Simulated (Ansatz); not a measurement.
# C5H10Br2: a ladder of functionals and wavefunction methods

An exercise on one series of results from a longer session: the logs are not shown, and one member is left open.

The runs use Ansatz 0.2.0, Gaussian basis; functionals in def2-TZVPP, the program's frozen cores in correlated methods.

Plan: LDA (SPW92), PBE-D4, revPBE-D4, BLYP-D4, r2SCAN-D4, B97M-V, PBE0-D4, B3LYP-D4, r2SCANh-D4, r2SCAN0-D4, HSE06-D4, BHLYP-D4, CAM-B3LYP-D4, LC-ωPBE, ωB97X-V, ωB97M-V, B2PLYP, PBE-QIDH; CCSD(T)/def2-SVP; CCSD(T)/def2-TZVPP; MP2/def2-QZVPP; extrapolation to the limit; RPA on PBE.

## The relaxed structure

An earlier PBE0-D4 in a triple-zeta def2 set relaxation fixed the geometry.

SMILES `CC(Br)C(C)(C)Br`, 17 atoms, charge 0, spin multiplicity 1.

Atoms are counted from 1 here; the program's logs count them from 0.

Bond lengths: C1–C2 1.510 Å, C1–H8 1.090 Å, C1–H9 1.090 Å, C1–H10 1.092 Å, C2–Br3 1.979 Å, C2–C4 1.530 Å, C2–H11 1.089 Å, C4–C5 1.515 Å, C4–C6 1.512 Å, C4–Br7 1.999 Å, C5–H12 1.092 Å, C5–H13 1.091 Å, C5–H14 1.090 Å, C6–H15 1.090 Å, C6–H16 1.089 Å, C6–H17 1.094 Å. Angles: C2–C1–H8 110.0°, C2–C1–H9 111.5°, C2–C1–H10 109.9°, H8–C1–H9 108.0°, H8–C1–H10 108.6°, H9–C1–H10 108.9°, C1–C2–Br3 107.3°, C1–C2–C4 116.8°, C1–C2–H11 111.1°, Br3–C2–C4 109.2°, Br3–C2–H11 103.0°, C4–C2–H11 108.5°, C2–C4–C5 112.8°, C2–C4–C6 114.2°, C2–C4–Br7 104.2°, C5–C4–C6 111.9°, C5–C4–Br7 105.6°, C6–C4–Br7 107.4° and more.

The first run:

The input, in.yaml:

```yaml
crystal:
  periodic: [false, false, false]
  atoms:
    - {symbol: C, position_ang: [-1.714208, -0.242627, 1.141980]}
    - {symbol: C, position_ang: [-0.210884, -0.267162, 1.004333]}
    - {symbol: Br, position_ang: [0.499514, 1.275700, 2.020598]}
    - {symbol: C, position_ang: [0.352245, -0.235398, -0.417824]}
    - {symbol: C, position_ang: [1.866423, -0.262161, -0.449897]}
    - {symbol: C, position_ang: [-0.210968, 0.870580, -1.282259]}
    - {symbol: Br, position_ang: [-0.232161, -1.972729, -1.215348]}
    - {symbol: H, position_ang: [-1.992769, -0.323489, 2.192316]}
    - {symbol: H, position_ang: [-2.135423, 0.684226, 0.752174]}
    - {symbol: H, position_ang: [-2.150305, -1.084098, 0.600126]}
    - {symbol: H, position_ang: [0.216337, -1.122546, 1.525946]}
    - {symbol: H, position_ang: [2.256364, 0.691275, -0.088097]}
    - {symbol: H, position_ang: [2.263198, -1.059670, 0.180040]}
    - {symbol: H, position_ang: [2.217771, -0.418219, -1.469857]}
    - {symbol: H, position_ang: [0.219530, 0.821677, -2.282500]}
    - {symbol: H, position_ang: [-1.294553, 0.808771, -1.372745]}
    - {symbol: H, position_ang: [0.049867, 1.835868, -0.838986]}
basis:
  gaussian: {orbitals: def2-TZVPP}
hamiltonian: {xc: lda}
output: {orbitals: {seedname: orbitals}}
```

Run with:

```bash
ansatz run in.yaml --threads 4 --pin off --events-out ev --progress --plain --max-ram 63488MiB --backend cuda --devices 0, --max-vram 37GiB
```

Among the steps run: LDA; PBE-D4 (GGA); revPBE-D4 (GGA); BLYP-D4 (GGA); r2SCAN-D4 (meta-GGA); B97M-V (meta-GGA); B3LYP-D4 (hybrid); r2SCANh-D4 (hybrid); r2SCAN0-D4 (hybrid); HSE06-D4 (hybrid); BHLYP-D4 (hybrid); CAM-B3LYP-D4 (range-separated); LC-ωPBE (range-separated); ωB97X-V (range-separated); ωB97M-V (range-separated); B2PLYP (double hybrid); PBE-QIDH (double hybrid).

One table of the session follows, with a row left open; its other results are not shown here.

It belongs to the step «Frontier levels by functional». 

| functional | HOMO (eV) | gap (eV) |
| --- | --- | --- |
| LDA (SPW92) | -6.71 | 4.65 |
| PBE-D4 | -6.55 | 4.73 |
| revPBE-D4 | -6.49 | 4.76 |
| BLYP-D4 | -6.39 | 4.68 |
| r2SCAN-D4 | -6.85 | 5.22 |
| B97M-V | -6.98 | 5.47 |
| PBE0-D4 | -7.83 | 7.01 |
| B3LYP-D4 | -7.57 | 6.51 |
| r2SCANh-D4 | -7.32 | 6.05 |
| r2SCAN0-D4 | -8.03 | 7.30 |
| HSE06-D4 | -7.43 | 6.23 |
| BHLYP-D4 | -8.96 | 9.26 |
| CAM-B3LYP-D4 | -9.17 | 9.46 |
| LC-ωPBE | -10.56 | 12.05 |
| ωB97X-V | -10.21 | 11.58 |
| ωB97M-V | ? | ? |

Estimate the missing values for ωB97M-V.

As computed: HOMO (eV): -10.07; gap (eV): 11.31. In the column «HOMO (eV)» it lies between ωB97X-V (-10.21) and CAM-B3LYP-D4 (-9.17).
